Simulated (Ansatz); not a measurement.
# WSe2: the cost of one run

Program: Ansatz 0.2.0. Level of theory: DFT r2SCAN, scalar-relativistic, plane waves, PAW. These are calculated values, not measurements.

1 further run of the same task is left out (set aside as unsound or not needed).

### 1 The structure to begin with

It takes space group P-6m2 (No. 187, hexagonal). The conventional cell has a = 3.314 Å, b = 3.314 Å, c = 29.800 Å, α = 90.00°, β = 90.00°, γ = 120.00°. W (site symmetry -6m2) is surrounded by 6 Se at 2.53 Å. W (site symmetry 3m) is surrounded by 6 Se at 2.53 Å. Se (site symmetry 3m) is surrounded by 3 W at 2.53 Å.

As a file:

```
CELL_PARAMETERS angstrom
3.31442 0.00000 0.00000
-1.65721 2.87038 0.00000
0.00000 0.00000 29.80009
ATOMIC_POSITIONS crystal
W 0.66667 0.33333 0.00000
W 0.33333 0.66667 0.76994
W 0.33333 0.66667 0.23006
Se 0.33333 0.66667 0.05577
Se 0.66667 0.33333 0.82572
Se 0.66667 0.33333 0.28580
Se 0.33333 0.66667 0.94423
Se 0.66667 0.33333 0.71420
Se 0.66667 0.33333 0.17428
```

It goes back to an entry of the Materials Project, which need not be the stable form.

It is the result of an earlier relaxation at this level (volume 31.50 Å³/atom; gap on the mesh: 1.51 eV).

### 2 The undisturbed cell

input.yaml reads:

```yaml
crystal:
  lattice:
    - [3.3144241877, 0.0, 0.0]
    - [-1.6572120938, 2.8703755455, 0.0]
    - [0.0, 0.0, 29.8000909169]
  atoms:
    - { symbol: W, position: [0.6666666667, 0.3333333333, 0.0] }
    - { symbol: W, position: [0.3333333333, 0.6666666667, 0.7699395271] }
    - { symbol: W, position: [0.3333333333, 0.6666666667, 0.2300604729] }
    - { symbol: Se, position: [0.3333333333, 0.6666666667, 0.055773525] }
    - { symbol: Se, position: [0.6666666667, 0.3333333333, 0.8257181836] }
    - { symbol: Se, position: [0.6666666667, 0.3333333333, 0.2857987548] }
    - { symbol: Se, position: [0.3333333333, 0.6666666667, 0.944226475] }
    - { symbol: Se, position: [0.6666666667, 0.3333333333, 0.7142012452] }
    - { symbol: Se, position: [0.6666666667, 0.3333333333, 0.1742818164] }
basis:
  ecutwfc: 500
kpoints:
  mp_grid: { grid: [6, 6, 1] }
hamiltonian:
  xc: r2scan
scf:
  occupations: { method: gaussian, width: 0.05 }
output:
  forces: true
  stress: true
  eigenvalues: true
```

On the command line:

```console
ansatz run input.yaml --threads 2 --pin off --max-ram 5120MiB --backend cpu --events-out ev --progress --plain --runs-dir out
```

What time and memory should one allow on 2 threads of Intel Xeon at 2.50GHz (Skylake/Cascade Lake), shared host?

About 26 s, with a peak of 1.1 GiB.
